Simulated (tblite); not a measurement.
# C5H12P2: the cost of one run

Programs: tblite 0.8.0 and PySCF 2.14.0, with density-fitted response routines of our own. Each step states its level of theory. These are calculated values for one molecule in the gas phase, unless marked as measured. Atoms count from 0, in the outputs and in this text.

### Step 1. The starting structure

19 atoms, charge 0, multiplicity 1; geometry from: force field or distance geometry start.

Bonds of the start (Å): C0–C1 1.49, C1–C2 1.53, C2–P3 1.85, P3–P4 2.20, P4–C5 1.86, P4–C6 1.86, P3–C1 1.86, C0–H7 1.11, C0–H8 1.11, C0–H9 1.11, C1–H10 1.10, C2–H11 1.11, C2–H12 1.13, C5–H13 1.11, C5–H14 1.11, C5–H15 1.13, C6–H16 1.12, C6–H17 1.11, C6–H18 1.09.

### Step 2. Relaxing the molecule with GFN2-xTB

The job: settings as JSON, then the geometry in Å.

```
{"job": {"kind": "relax", "xc": "GFN2-xTB", "basis": "xTB"}, "charge": 0, "multiplicity": 1}
C     -2.813300     0.637100    -0.950500
C     -1.612900    -0.183000    -0.644000
C     -1.568300    -1.030500     0.630300
P     -0.567200     0.525800     0.715100
P      1.608800     0.188900     0.697700
C      2.050900    -1.415500    -0.133900
C      2.471500     1.648400    -0.057000
H     -3.736100     0.121300    -0.608100
H     -2.766600     1.643600    -0.484300
H     -2.840200     0.790200    -2.053600
H     -1.063900    -0.645100    -1.480000
H     -1.019400    -1.994500     0.547800
H     -2.477900    -1.005200     1.302600
H      3.059000    -1.297900    -0.576300
H      1.326200    -1.631900    -0.944000
H      2.021600    -2.185200     0.686700
H      3.565500     1.593700     0.165000
H      2.010400     2.569700     0.363100
H      2.342100     1.679400    -1.138500
```

On the command line:

```console
> OMP_NUM_THREADS=1 python probes_run.py task.json out
```

The driver reads the jobs from task.json and runs them one after another.

**Question.** How long does this first job take on 1 thread of Arm Neoverse V2, shared host, and how much memory does it need?

About 1.2 s, with a peak of 0.18 GiB.
